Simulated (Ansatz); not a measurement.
**PdPt: how the settings move a single-point run**

Aim: see which settings change the result for PdPt, by how much, and at what cost.

Program: Ansatz 0.2.0. Level of theory: reference: DFT, LDA, PAW with Ansatz's default frozen-core files, scalar-relativistic. These are calculated values, not measurements.

## Step 1: The starting structure

Symmetry: R-3m, No. 166, trigonal system. The conventional cell has a = 2.277 Å, b = 2.277 Å, c = 11.114 Å, α = 90.00°, β = 90.00°, γ = 120.00°. Around Pd (site symmetry -3m) lie 6 Pt at 2.27 Å and 6 Pd at 2.28 Å. Pt (site symmetry -3m) is surrounded by 6 Pd at 2.27 Å and 6 Pt at 2.28 Å.

Structure file:

```cif
data_structure
_symmetry_space_group_name_H-M 'P 1'
_symmetry_Int_Tables_number 1
_cell_length_a 3.9309
_cell_length_b 3.9309
_cell_length_c 3.9309
_cell_angle_alpha 33.666
_cell_angle_beta 33.666
_cell_angle_gamma 33.666
_cell_volume 16.63
loop_
_atom_site_label
_atom_site_type_symbol
_atom_site_fract_x
_atom_site_fract_y
_atom_site_fract_z
_atom_site_occupancy
Pd1 Pd 0.00000 0.00000 0.00000 1
Pt1 Pt 0.50000 0.50000 0.50000 1
```

## Step 2: Reference

Input file input.yaml:

```yaml
crystal:
  lattice:
    - [1.138307341, 0.6572020498, 3.7045866346]
    - [-1.138307341, 0.6572020498, 3.7045866346]
    - [0.0, -1.3144040995, 3.7045866346]
  atoms:
    - { symbol: Pd, position: [0.0, 0.0, 0.0] }
    - { symbol: Pt, position: [0.5, 0.5, 0.5] }
kpoints:
  mp_grid: { grid: [15, 15, 15] }
  band_path:
    path:
      - [0.0, 0.0, 0.0]
      - [0.5, 0.5, 0.5]
      - [0.8123522916, 0.1876477084, 0.5]
      - [0.5, -0.1876477084, 0.1876477084]
      - [0.5, 0.0, 0.0]
      - [0.0, 0.0, 0.0]
      - [0.3438238542, -0.3438238542, 0.0]
      - [0.6561761458, 0.0, 0.3438238542]
      - [0.5, 0.0, 0.5]
    npoints: 6
scf:
  occupations: { method: fermi_dirac, width: 0.05 }
hamiltonian:
  xc: lda
  pseudopotentials: { kind: paw }
output:
  forces: true
  stress: true
  eigenvalues: true
  efg: { contact_densities: true }
  populations: true
```

Run with:

```sh
$ ansatz run input.yaml --threads 1 --pin off --max-ram 2048MiB --backend cpu --events-out ev --progress --plain --runs-dir out
```

## Step 3: A further run, with the input changed

Edit input.yaml of step 2 so:

```diff
@@ -24,2 +24,3 @@
   occupations: { method: fermi_dirac, width: 0.05 }
+  lower_state_search: full
 hamiltonian:
@@ -33 +34,3 @@
   populations: true
+basis:
+  ecutrho_ratio: 4
```

## Step 5: Changing settings: mp_grid.shift [0.5, 0.5, 0.5]

Edit input.yaml of step 2 so:

```diff
@@ -9,3 +9,3 @@
 kpoints:
-  mp_grid: { grid: [15, 15, 15] }
+  mp_grid: { grid: [15, 15, 15], shift: [0.5, 0.5, 0.5] }
   band_path:
@@ -33 +33,5 @@
   populations: true
+  write_density: true
+  write_potential: true
+  elf: true
+  volumetric_format: npy
```

(Steps that only read results are left out.)

**Question.** What will these runs give? Wanted: for each run, ending; energy change; pressure; gap; force.

The runs gave:

| run | ending | energy change | pressure (GPa) | gap (eV) | force (eV/Å) | cycles | time |
| --- | --- | --- | --- | --- | --- | --- | --- |
| reference | converged | 0 | 601.3 | 0.00 | 0.00 | 6 | 8.9 s |
| 1: lower_state_search full, ecutrho_ratio 4 | timeout | - | - | - | - | 12 | 2.2 min |
| 2: mp_grid.shift [0.5, 0.5, 0.5] | converged | +0.6 meV/atom | 601.3 | 0.00 | 0.00 | 6 | 11 s |

Times don't compare one to one where runs were asked for different outputs or read a saved state (see the inputs); cycles may leave out searches for a lower state.

Residual by cycle in the longest SCF loop of each run; runs are numbered as in the table. The quantity is the density residual dr2, in eV.

| cycle | reference | run 1 | run 2 |
| --- | --- | --- | --- |
| 1 | 0.0142 | 5.2e-9 | 0.0145 |
| 2 | 0.00692 | 1.1e-9 | 0.00707 |
| 3 | 2.2e-4 | 1.1e-11 | 2.2e-4 |
| 4 | 1.8e-5 | 3.7e-13 | 1.8e-5 |
| 5 | 5.2e-7 | 1.0e-13 | 5.7e-7 |
| 6 | 5.1e-9 | 5.9e-15 | 5.4e-9 |

**Reading.** «mp_grid.shift [0.5, 0.5, 0.5]» moves the energy by +0.6 meV/atom. The structure is not at rest: the sound run finds 601 GPa, so these are no properties of the relaxed crystal.  1 of the 2 altered inputs did not end normally.
